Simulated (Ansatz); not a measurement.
# AsH₃+ (doublet): the correlation ladder, cc-pVTZ

How much of the correlation energy of AsH₃+ (doublet) does each wave-function method recover here?

Program: Ansatz 0.2.0, Gaussian basis. Level of theory: cc-pVTZ, core rule «outside noble gas», up to 14 orbitals frozen. These are calculated values, not measurements.

To be run: UHF; CCSD(T) on ROHF; CCSD(T) on UHF; BCCD(T) on ROHF; CCSDT(Q) on ROHF; CCSDT(Q) on UHF; CASSCF and MRCISD+Q, 7 electrons in 7 orbitals; CASSCF and NEVPT2, 7 electrons in 7 orbitals.

11 further runs of the same task are left out: 5 that didn't finish, 6 set aside as unsound or not needed. Runs told in other sessions of the task aren't counted.

**1. The geometry**

The geometry is a PBE0/def2-TZVP stationary point (not a proven minimum). No spin-orbit coupling is included. The filled d shell of As may be among the frozen orbitals whatever the setting's name suggests.

4 atoms, charge 1, spin multiplicity 2.

Atoms are counted from 1 here; the program's logs count them from 0.

Bond lengths: As1–H2 1.497 Å, As1–H3 1.497 Å, As1–H4 1.497 Å. Angles: H2–As1–H3 112.5°, H2–As1–H4 112.5°, H3–As1–H4 112.5°.

In the tables R marks a restricted open-shell determinant and U an unrestricted one; 'valence' is the active space of 7 electrons in 7 orbitals; energies count from the table's Hartree-Fock row.

**2. UHF**

in.yaml reads:

```yaml
crystal:
  periodic: [false, false, false]
  atoms:
    - {symbol: As, position_ang: [0.000054, -0.000013, -0.016190]}
    - {symbol: H, position_ang: [1.436166, 0.013750, 0.405932]}
    - {symbol: H, position_ang: [-0.731713, 1.238539, 0.397694]}
    - {symbol: H, position_ang: [-0.708471, -1.251307, 0.399802]}
basis:
  gaussian: {orbitals: cc-pVTZ}
total_charge: 1
magnetization: {spin_polarized: true, initial_magnetization: 1}
hamiltonian: {xc: hf}
output: {orbitals: {seedname: orbitals}}
```

Started as:

```console
ansatz run in.yaml --threads 1 --pin off --events-out ev --progress --plain --max-ram 2393MiB
```

What it wrote:

```text
Functional definition: HF
  name "HF"
  cite "Fock, Z. Phys. 61, 126 (1930) doi:10.1007/BF01340294"
  parent pbe
  exchange = exact_x
  correlation = 0
660 factors; their error is unknown
mean field evaluation 1: about -60833.1007 eV, gradient 7.8e0 eV
mean field evaluation 2: about -60833.6319 eV, gradient 3.0e0 eV
mean field evaluation 4: about -60833.7137 eV, gradient 2.8e-1 eV
mean field evaluation 8: about -60835.4375 eV, gradient 3.1e-2 eV
mean field -60835.43749283 eV, -2235.6610921208 hartree, gradient 1.8e-5 eV, S^2 0.756400; 0 other end points of the search recorded, 0 dependent functions left out
reference -60835.43749283 eV, -2235.6610921208 hartree; 18, 17 occupied and 67, 68 virtual orbitals, 660 factors
Total energy: -60835.43749283 eV, -2235.6610921208 hartree
```

Wall time 0.63 s (1 thread of Arm Neoverse V1, shared host).

From the report: ⟨S²⟩ of the determinant 0.756 (pure doublet: 0.75).

**3. CCSD(T) on ROHF**

Changes to in.yaml since step 2:

```diff
@@ -10,4 +10,3 @@
 total_charge: 1
-magnetization: {spin_polarized: true, initial_magnetization: 1}
-hamiltonian: {xc: hf}
-output: {orbitals: {seedname: orbitals}}
+magnetization: {spin_polarized: false, initial_magnetization: 1}
+correlation: {method: ccsd_t, electrons: outside_noble_gas}
```

The command is unchanged.

What it wrote, shortened:

```text
Functional definition: HF
  name "HF"
  cite "Fock, Z. Phys. 61, 126 (1930) doi:10.1007/BF01340294"
  parent pbe
[...]
502 factors; integrals over basis functions are off by at most 9.3e-4 eV
[...]
mean field -60835.36834425 eV, -2235.6585509575 hartree, gradient 2.4e-6 eV, S^2 0.750000; 0 other end points of the search recorded, 0 dependent functions left out
14 core orbitals not correlated: weight in the atoms' cores, before any rotation towards them, 1.000 or more for the frozen orbitals, at most 0.000 for the correlated occupied ones
reference -60835.36834425 eV, -2235.6585509575 hartree; 4, 3 occupied and 67, 68 virtual orbitals, 502 factors
second order -3.31475970 eV of doubles, -0.04061210 eV of singles
cycle   1  -3.84778886 eV  change   -4.9e-1 eV  update   5.1e-2
[...]
cycle   9  -4.04026128 eV  change    5.5e-6 eV  update   5.9e-6
perturbative correction -0.10291092 eV, -0.0037819065 hartree
Total energy: -60839.51151645 eV, -2235.8108097275 hartree
```

It took 2.6 s on 1 thread of Arm Neoverse V1, shared host.

From the report: correlation -4.1432 eV; T1 0.017; largest double amplitude 0.04.

**4. CCSD(T) on UHF**

Changes to in.yaml since step 3:

```diff
@@ -10,3 +10,3 @@
 total_charge: 1
-magnetization: {spin_polarized: false, initial_magnetization: 1}
+magnetization: {spin_polarized: true, initial_magnetization: 1}
 correlation: {method: ccsd_t, electrons: outside_noble_gas}
```

Launched as before.

What it wrote, shortened:

```text
Functional definition: HF
  name "HF"
  cite "Fock, Z. Phys. 61, 126 (1930) doi:10.1007/BF01340294"
  parent pbe
[...]
502 factors; integrals over basis functions are off by at most 9.3e-4 eV
[...]
mean field -60835.43808050 eV, -2235.6611137175 hartree, gradient 2.6e-6 eV, S^2 0.756400; 0 other end points of the search recorded, 0 dependent functions left out
14 core orbitals not correlated: weight in the atoms' cores, before any rotation towards them, 1.000 or more for the frozen orbitals, at most 0.000 for the correlated occupied ones
reference -60835.43808050 eV, -2235.6611137175 hartree; 4, 3 occupied and 67, 68 virtual orbitals, 502 factors
second order -3.29219207 eV of doubles, -0.00000000 eV of singles
cycle   1  -3.78273657 eV  change   -4.9e-1 eV  update   5.1e-2
[...]
cycle   9  -3.97631517 eV  change    7.0e-6 eV  update   6.4e-6
perturbative correction -0.10175699 eV, -0.0037395005 hartree
Total energy: -60839.51615267 eV, -2235.8109801053 hartree
```

Run time: 2.3 s. Hardware: 1 thread of Arm Neoverse V1, shared host.

From the report: ⟨S²⟩ of the determinant 0.756 (pure doublet: 0.75); correlation -4.0781 eV; T1 0.011; largest double amplitude 0.04.

**5. BCCD(T) on ROHF**

Changes to in.yaml since step 4:

```diff
@@ -10,3 +10,3 @@
 total_charge: 1
-magnetization: {spin_polarized: true, initial_magnetization: 1}
-correlation: {method: ccsd_t, electrons: outside_noble_gas}
+magnetization: {spin_polarized: false, initial_magnetization: 1}
+correlation: {method: bccd_t, electrons: outside_noble_gas}
```

Launched as before.

What it wrote, shortened:

```text
Functional definition: HF
  name "HF"
  cite "Fock, Z. Phys. 61, 126 (1930) doi:10.1007/BF01340294"
  parent pbe
[...]
502 factors; integrals over basis functions are off by at most 9.3e-4 eV
[...]
mean field -60835.36834425 eV, -2235.6585509575 hartree, gradient 2.4e-6 eV, S^2 0.750000; 0 other end points of the search recorded, 0 dependent functions left out
14 core orbitals not correlated: weight in the atoms' cores, before any rotation towards them, 1.000 or more for the frozen orbitals, at most 0.000 for the correlated occupied ones
reference -60835.36834425 eV, -2235.6585509575 hartree; 4, 3 occupied and 67, 68 virtual orbitals, 502 factors
second order -3.31475970 eV of doubles, -0.04061210 eV of singles
cycle   1  -3.85741520 eV  change   -5.0e-1 eV  update   5.1e-2
[...]
cycle   9  -4.03853282 eV  change    5.8e-6 eV  update   5.6e-6
perturbative correction -0.10506395 eV, -0.0038610289 hartree
Total energy: -60839.51194102 eV, -2235.8108253302 hartree
```

Run time: 3.2 s. Hardware: 1 thread of Arm Neoverse V1, shared host; peak memory 0.31 GiB.

From the report: correlation -4.1436 eV; largest double amplitude 0.04.

**6. CCSDT(Q) on ROHF**

Changes to in.yaml since step 5:

```diff
@@ -11,2 +11,2 @@
 magnetization: {spin_polarized: false, initial_magnetization: 1}
-correlation: {method: bccd_t, electrons: outside_noble_gas}
+correlation: {method: ccsdt_q, electrons: outside_noble_gas}
```

The command is unchanged.

What it wrote, shortened:

```text
Functional definition: HF
  name "HF"
  cite "Fock, Z. Phys. 61, 126 (1930) doi:10.1007/BF01340294"
  parent pbe
[...]
1002 factors; integrals over basis functions are off by at most 2.0e-7 eV
[...]
mean field -60835.36836146 eV, -2235.6585515901 hartree, gradient 8.3e-6 eV, S^2 0.750000; 0 other end points of the search recorded, 0 dependent functions left out
14 core orbitals not correlated: weight in the atoms' cores, before any rotation towards them, 1.000 or more for the frozen orbitals, at most 0.000 for the correlated occupied ones
reference -60835.36836146 eV, -2235.6585515901 hartree; 4, 3 occupied and 67, 68 virtual orbitals, 1002 factors
second order -3.31478096 eV of doubles, -0.04061216 eV of singles
cycle   1  -3.84777052 eV  change   -4.9e-1 eV  update   5.7e-2
[...]
cycle  13  -4.16246021 eV  change   -2.4e-7 eV  update   3.8e-7
perturbative correction -0.00235282 eV, -0.0000864647 hartree
Total energy: -60839.53317450 eV, -2235.8116056462 hartree
```

Wall time 85 s (1 thread of Arm Neoverse V1, shared host); peak memory 0.91 GiB.

From the report: correlation -4.1648 eV; T1 0.017; largest double amplitude 0.04.

**7. CCSDT(Q) on UHF**

Changes to in.yaml since step 6:

```diff
@@ -10,3 +10,3 @@
 total_charge: 1
-magnetization: {spin_polarized: false, initial_magnetization: 1}
+magnetization: {spin_polarized: true, initial_magnetization: 1}
 correlation: {method: ccsdt_q, electrons: outside_noble_gas}
```

Same command.

What it wrote, shortened:

```text
Functional definition: HF
  name "HF"
  cite "Fock, Z. Phys. 61, 126 (1930) doi:10.1007/BF01340294"
  parent pbe
[...]
1002 factors; integrals over basis functions are off by at most 2.0e-7 eV
[...]
mean field -60835.43809783 eV, -2235.6611143541 hartree, gradient 6.0e-6 eV, S^2 0.756400; 0 other end points of the search recorded, 0 dependent functions left out
14 core orbitals not correlated: weight in the atoms' cores, before any rotation towards them, 1.000 or more for the frozen orbitals, at most 0.000 for the correlated occupied ones
reference -60835.43809783 eV, -2235.6611143541 hartree; 4, 3 occupied and 67, 68 virtual orbitals, 1002 factors
second order -3.29221304 eV of doubles, -0.00000000 eV of singles
cycle   1  -3.78271830 eV  change   -4.9e-1 eV  update   5.6e-2
[...]
cycle  13  -4.09751437 eV  change   -2.0e-7 eV  update   3.5e-7
perturbative correction -0.00240872 eV, -0.0000885187 hartree
Total energy: -60839.53802091 eV, -2235.8117837484 hartree
```

Wall time 77 s (1 thread of Arm Neoverse V1, shared host); peak memory 0.83 GiB.

From the report: ⟨S²⟩ of the determinant 0.756 (pure doublet: 0.75); correlation -4.0999 eV; T1 0.011; largest double amplitude 0.04.

**8. CASSCF and MRCISD+Q, 7 electrons in 7 orbitals**

Changes to in.yaml since step 7:

```diff
@@ -10,3 +10,3 @@
 total_charge: 1
-magnetization: {spin_polarized: true, initial_magnetization: 1}
-correlation: {method: ccsdt_q, electrons: outside_noble_gas}
+magnetization: {spin_polarized: false, initial_magnetization: 1}
+correlation: {method: fic_mrcisd_q, electrons: outside_noble_gas, active_space: {window: {electrons: 7, orbitals: 7}, shells: [{species: As, l: s, shell: 4}, {species: As, l: p, shell: 4}, {species: H, l: s, shell: 1}]}}
```

Same command.

What it wrote, shortened:

```text
Functional definition: HF
  name "HF"
  cite "Fock, Z. Phys. 61, 126 (1930) doi:10.1007/BF01340294"
  parent pbe
[...]
1002 factors; integrals over basis functions are off by at most 2.0e-7 eV
[...]
mean field -60835.36836146 eV, -2235.6585515901 hartree, gradient 8.3e-6 eV, S^2 0.750000; 0 other end points of the search recorded, 0 dependent functions left out
reference -60835.36836146 eV, -2235.6585515901 hartree; 18, 17 occupied and 67, 68 virtual orbitals, 1002 factors
state -60836.72302606 eV, -2235.7083345957 hartree
contracted CI cycle   1: correlation 0.00000000 eV, 0.0000000000 hartree, residual 1.45e1 eV
contracted CI cycle   2: correlation -2.55364330 eV, -0.0938446605 hartree, residual 3.04e0 eV
contracted CI cycle   3: correlation -2.66111646 eV, -0.0977942262 hartree, residual 6.93e-1 eV
contracted CI cycle   4: correlation -2.66641149 eV, -0.0979888150 hartree, residual 1.66e-1 eV
contracted CI cycle   5: correlation -2.66670046 eV, -0.0979994345 hartree, residual 3.85e-2 eV
contracted CI cycle   6: correlation -2.66671614 eV, -0.0980000107 hartree, residual 8.84e-3 eV
contracted CI cycle   7: correlation -2.66671703 eV, -0.0980000431 hartree, residual 2.06e-3 eV
contracted CI cycle   8: correlation -2.66671707 eV, -0.0980000448 hartree, residual 4.88e-4 eV
state -60836.72302606 eV, -2235.7083345957 hartree; corrected -60839.50953458 eV, -2235.8107368951 hartree
Total energy: -60839.50953458 eV, -2235.8107368951 hartree
Checks for a lower state left out: starts, orbital_swaps
```

It took 5.5 s on 1 thread of Arm Neoverse V1, shared host; peak memory 0.26 GiB.

From the report: 625 determinants; active occupations 1.99, 1.97, 1.97, 1.00, 0.03, 0.02, 0.02.

**9. CASSCF and NEVPT2, 7 electrons in 7 orbitals**

in.yaml reads:

```yaml
crystal:
  periodic: [false, false, false]
  atoms:
    - {symbol: As, position_ang: [0.000054, -0.000013, -0.016190]}
    - {symbol: H, position_ang: [1.436166, 0.013750, 0.405932]}
    - {symbol: H, position_ang: [-0.731713, 1.238539, 0.397694]}
    - {symbol: H, position_ang: [-0.708471, -1.251307, 0.399802]}
basis:
  gaussian: {orbitals: cc-pVTZ}
total_charge: 1
magnetization: {spin_polarized: false, initial_magnetization: 1}
correlation: {method: sc_nevpt2, electrons: outside_noble_gas, active_space: {window: {electrons: 7, orbitals: 7}, shells: [{species: As, l: s, shell: 4}, {species: As, l: p, shell: 4}, {species: H, l: s, shell: 1}]}}
```

Same command.

What it wrote:

```text
Functional definition: HF
  name "HF"
  cite "Fock, Z. Phys. 61, 126 (1930) doi:10.1007/BF01340294"
  parent pbe
  exchange = exact_x
  correlation = 0
1002 factors; integrals over basis functions are off by at most 2.0e-7 eV
mean field evaluation 1: about -60834.8101 eV, gradient 9.9e0 eV
mean field evaluation 2: about -60834.8109 eV, gradient 9.9e0 eV
mean field evaluation 4: about -60835.3592 eV, gradient 1.3e0 eV
mean field evaluation 8: about -60835.3684 eV, gradient 1.2e-3 eV
mean field -60835.36836146 eV, -2235.6585515901 hartree, gradient 8.3e-6 eV, S^2 0.750000; 0 other end points of the search recorded, 0 dependent functions left out
reference -60835.36836146 eV, -2235.6585515901 hartree; 18, 17 occupied and 67, 68 virtual orbitals, 1002 factors
state -60836.72302606 eV, -2235.7083345957 hartree
state -60836.72302606 eV, -2235.7083345957 hartree; corrected -60838.81542610 eV, -2235.7852288790 hartree
Total energy: -60838.81542610 eV, -2235.7852288790 hartree
Checks for a lower state left out: starts, orbital_swaps
```

Wall time 4.1 s (1 thread of Arm Neoverse V1, shared host).

From the report: 625 determinants; active occupations 1.99, 1.97, 1.97, 1.00, 0.03, 0.02, 0.02.

**10. Natural occupations**

Natural occupations of the CASSCF valence state about the gap (report; correlated orbitals 1 to 7): 1.985, 1.969, 1.969, 1.001, 0.033, 0.022, 0.022. The count of effectively unpaired electrons, Σ n²(2 − n)², is 1.02; a single determinant of this spin has 1.

**11. Misses and costs**

The yardstick is UCCSDT(Q), where the cluster series has nearly closed. Rows without a time are mean-field rows or come out of runs for another level: lower rungs of the coupled-cluster runs, CASSCF and MRCISD of the multireference runs, or the Hartree-Fock search.

Differences are taken before rounding.

| method | energy from the lowest ROHF (kcal/mol) | from UCCSDT(Q) (kcal/mol) | time |
| --- | --- | --- | --- |
| ROHF | 0.00 | +96.16 |  |
| UHF | -1.61 | +94.55 |  |
| RMP2 | -77.38 | +18.78 |  |
| UMP2 | -77.53 | +18.63 |  |
| RCCSD | -93.17 | +2.98 |  |
| UCCSD | -93.30 | +2.85 |  |
| RCCSD(T) | -95.54 | +0.61 | 2.6 s |
| UCCSD(T) | -95.65 | +0.50 | 2.3 s |
| BCCD(T) | -95.55 | +0.60 | 3.2 s |
| RCCSDT | -95.99 | +0.17 |  |
| UCCSDT | -96.10 | +0.06 |  |
| RCCSDT(Q) | -96.04 | +0.11 | 85 s |
| UCCSDT(Q) | -96.16 | 0 | 77 s |
| CASSCF valence | -31.24 | +64.92 |  |
| NEVPT2 valence | -79.49 | +16.66 | 4.1 s |
| MRCISD valence | -92.74 | +3.42 |  |
| MRCISD+Q valence | -95.50 | +0.66 | 5.5 s |

Among the levels timed on like hardware and quicker than the yardstick, those that no quicker one beats, quickest first: UCCSD(T) (2.3 s, +0.50 kcal/mol).

**12. Results**

| quantity | value |
| --- | --- |
| UCCSDT(Q) from the ROHF energy | -4.1697 eV |
| RMP2 from UCCSDT(Q) | +18.78 kcal/mol |
| UMP2 from UCCSDT(Q) | +18.63 kcal/mol |
| RCCSD from UCCSDT(Q) | +2.98 kcal/mol |
| RCCSD(T) from UCCSDT(Q) | +0.61 kcal/mol |
| UCCSD(T) from UCCSDT(Q) | +0.50 kcal/mol |
| RCCSDT(Q) from UCCSDT(Q) | +0.11 kcal/mol |
| NEVPT2 valence from UCCSDT(Q) | +16.66 kcal/mol |
| MRCISD+Q valence from UCCSDT(Q) | +0.66 kcal/mol |
| levels within 1 kcal/mol (43 meV) | RCCSD(T), UCCSD(T), BCCD(T), RCCSDT, UCCSDT, RCCSDT(Q), MRCISD+Q valence |
| T1 diagnostic | 0.017 |
| effectively unpaired electrons | 1.02 |

What this shows: RCCSD(T) lands +0.61 kcal/mol from the yardstick (0.6 % of the correlation energy). One determinant dominates. Of the multireference levels listed MRCISD+Q valence comes nearest in total energy (+0.66 kcal/mol), which doesn't show that its space is the better one. These misses are within one basis, not against nature; the frozen cores of restricted and unrestricted runs differ, which can shift their rows.

For cost: UCCSD(T) gets within 0.50 kcal/mol in 2.3 s, where UCCSDT(Q) took 77 s.
